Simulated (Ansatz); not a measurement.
# Bi2Se3: the cost of one run

Computed with Ansatz 0.2.0 (DFT PBE+D3(BJ), scalar-relativistic, plane waves, PAW, unless a step's input says otherwise).

2 further runs of the same task are left out: 2 set aside as unsound or not needed. Runs told in other sessions of the task aren't counted.

**1. The system as given**

Symmetry: R-3m, No. 166, trigonal system. Conventional cell: a = 4.144 Å, b = 4.144 Å, c = 28.479 Å, α = 90.00°, β = 90.00°, γ = 120.00°. Bi (site symmetry 3m) has 6 Se at 2.86 to 3.07 Å in its first shell of neighbours. Around Se (site symmetry -3m) lie 6 Bi at 3.07 Å. Se (site symmetry 3m) is surrounded by 3 Bi at 2.86 Å.

Structure file:

```xyz
5
Lattice="2.0718 1.1962 9.4929 -2.0718 1.1962 9.4929 0.0000 -2.3923 9.4929" Properties=species:S:1:pos:R:3 pbc="T T T"
Bi    0.0000    0.0000   11.4151
Bi    0.0000    0.0000   17.0635
Se    0.0000    0.0000    0.0000
Se    0.0000    0.0000    5.9983
Se    0.0000    0.0000   22.4803
```

It is the result of an earlier relaxation at this level (volume 28.23 Å³/atom; gap on the mesh: 0.17 eV).

**2. Band edges and mean potential of the bulk**

input.yaml reads:

```yaml
crystal:
  lattice:
    - [2.0718050032, 1.1961571765, 9.4928790984]
    - [-2.0718050032, 1.1961571765, 9.4928790984]
    - [0.0, -2.3923143525, 9.4928790985]
  atoms:
    - { symbol: Bi, position: [0.4008312165, 0.4008312165, 0.4008312165] }
    - { symbol: Bi, position: [0.5991687835, 0.5991687835, 0.5991687835] }
    - { symbol: Se, position: [0.0, 0.0, 0.0] }
    - { symbol: Se, position: [0.2106243996, 0.2106243996, 0.2106243996] }
    - { symbol: Se, position: [0.7893756004, 0.7893756004, 0.7893756004] }
basis:
  ecutwfc: 420
kpoints:
  mp_grid: { grid: [12, 12, 12] }
  band_path: { path: [VBM, CBM], npoints: 2 }
hamiltonian:
  xc: pbe
  dispersion: d3bj
scf:
  occupations: { method: gaussian, width: 0.01 }
output:
  forces: true
  stress: true
  eigenvalues: true
```

Started as:

```
$ ansatz run input.yaml --threads 8 --pin off --max-ram 15360MiB --backend cpu --events-out ev --progress --plain --runs-dir out
```

What time and memory should one allow on 8 threads of Arm Neoverse V2, shared host?

About 11 s, with a peak of 1.2 GiB.
